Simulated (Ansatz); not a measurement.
# YPb3: response to strain

Aim: deform YPb3 (zz strain of -1 %) and compute stress, forces and field gradients with LAPW, PAW and all-electron datasets made for the crystal.

Computed with Ansatz 0.2.0 (DFT PBEsol, scalar-relativistic, unless a step's input says otherwise).

## 1. The system as given

Symmetry: Pm-3m, No. 221, cubic system. The conventional cell has a = 4.823 Å, b = 4.823 Å, c = 4.823 Å, α = 90.00°, β = 90.00°, γ = 90.00°. Y (site symmetry m-3m) is surrounded by 12 Pb at 3.41 Å. Pb (site symmetry 4/mmm) is surrounded by 4 Y at 3.41 Å and 8 Pb at 3.41 Å.

Coordinates:

```xyz
4
Lattice="4.8230 0.0000 0.0000 0.0000 4.8230 0.0000 0.0000 0.0000 4.8230" Properties=species:S:1:pos:R:3 pbc="T T T"
Y     0.0000    0.0000    0.0000
Pb    0.0000    2.4115    2.4115
Pb    2.4115    0.0000    2.4115
Pb    2.4115    2.4115    0.0000
```

Atoms are numbered in the order of the input: Y1, Pb2, Pb3, Pb4.

## 2. The deformed structure

Space group Pm-3m before, P4/mmm after.

## 3. LAPW, all electrons

Input file input.yaml:

```yaml
crystal:
  lattice:
    - [4.823, 0.0, 0.0]
    - [0.0, 4.823, 0.0]
    - [0.0, 0.0, 4.77477]
  atoms:
    - { symbol: "Y", position: [0.0, 0.0, 0.0] }
    - { symbol: Pb, position: [0.0, 0.5, 0.5] }
    - { symbol: Pb, position: [0.5, 0.0, 0.5] }
    - { symbol: Pb, position: [0.5, 0.5, 0.0] }
kpoints:
  mp_grid: { grid: [8, 8, 8] }
  band_path:
    path:
      - [0.0, 0.0, 0.0]
      - [0.0, 0.5, 0.0]
      - [0.5, 0.5, 0.0]
      - [0.0, 0.0, 0.0]
      - [0.0, 0.0, 0.5]
      - [0.0, 0.5, 0.5]
      - [0.5, 0.5, 0.5]
      - [0.0, 0.0, 0.5]
      - [0.0, 0.5, 0.0]
    npoints: 5
scf:
  occupations: { method: fermi_dirac, width: 0.08 }
hamiltonian:
  xc: pbesol
  pseudopotentials: { kind: all_electron, lapw: { basis_error: 0.0005 } }
output:
  forces: true
  stress: true
  eigenvalues: true
```

Run with:

```console
ansatz run input.yaml --threads 1 --pin off --max-ram 4096MiB --backend cpu --events-out ev --progress --plain --runs-dir out
```

## 4. PAW with frozen cores

Input file input.yaml:

```yaml
crystal:
  lattice:
    - [4.823, 0.0, 0.0]
    - [0.0, 4.823, 0.0]
    - [0.0, 0.0, 4.77477]
  atoms:
    - { symbol: "Y", position: [0.0, 0.0, 0.0] }
    - { symbol: Pb, position: [0.0, 0.5, 0.5] }
    - { symbol: Pb, position: [0.5, 0.0, 0.5] }
    - { symbol: Pb, position: [0.5, 0.5, 0.0] }
kpoints:
  mp_grid: { grid: [8, 8, 8] }
scf:
  occupations: { method: fermi_dirac, width: 0.08 }
hamiltonian:
  xc: pbesol
  pseudopotentials: { kind: paw }
output:
  forces: true
  stress: true
  eigenvalues: true
  efg: { contact_densities: true }
  write_density: true
  write_potential: true
  elf: true
  volumetric_format: npy
```

## 5. Datasets made for this crystal

input.yaml, as its differences from that of step 4:

```diff
@@ -16,3 +16,3 @@
   xc: pbesol
-  pseudopotentials: { kind: paw }
+  pseudopotentials: { kind: all_electron, datasets: crystal }
 output:
@@ -22,5 +22 @@
   efg: { contact_densities: true }
-  write_density: true
-  write_potential: true
-  elf: true
-  volumetric_format: npy
```

(Steps that only read results are left out.)

Q: Predict the outcome of this session. Wanted: pressure; largest shear or deviatoric stress.

**Answer**, as computed:

```
                                 quantity                                           value
                                 pressure  LAPW 0.04, PAW 0.03, crystal datasets 0.04 GPa
largest shear or deviatoric stress (LAPW)                                        0.09 GPa
```

**Reading.** The largest part of the stress beyond the pressure is 0.09 GPa in size, in the zz component; the atoms are carried along and not relaxed. No run of the undeformed cell stands beside it, so pressure and stress hold what the given cell had before the change, as far as its symmetry allows. PAW: stress within 0.01 GPa of LAPW. Crystal datasets: stress within 0.01 GPa of LAPW. Spin-orbit coupling is left out, though the cell holds Pb; in elements this heavy it can shift bands and gaps by tenths of an eV.
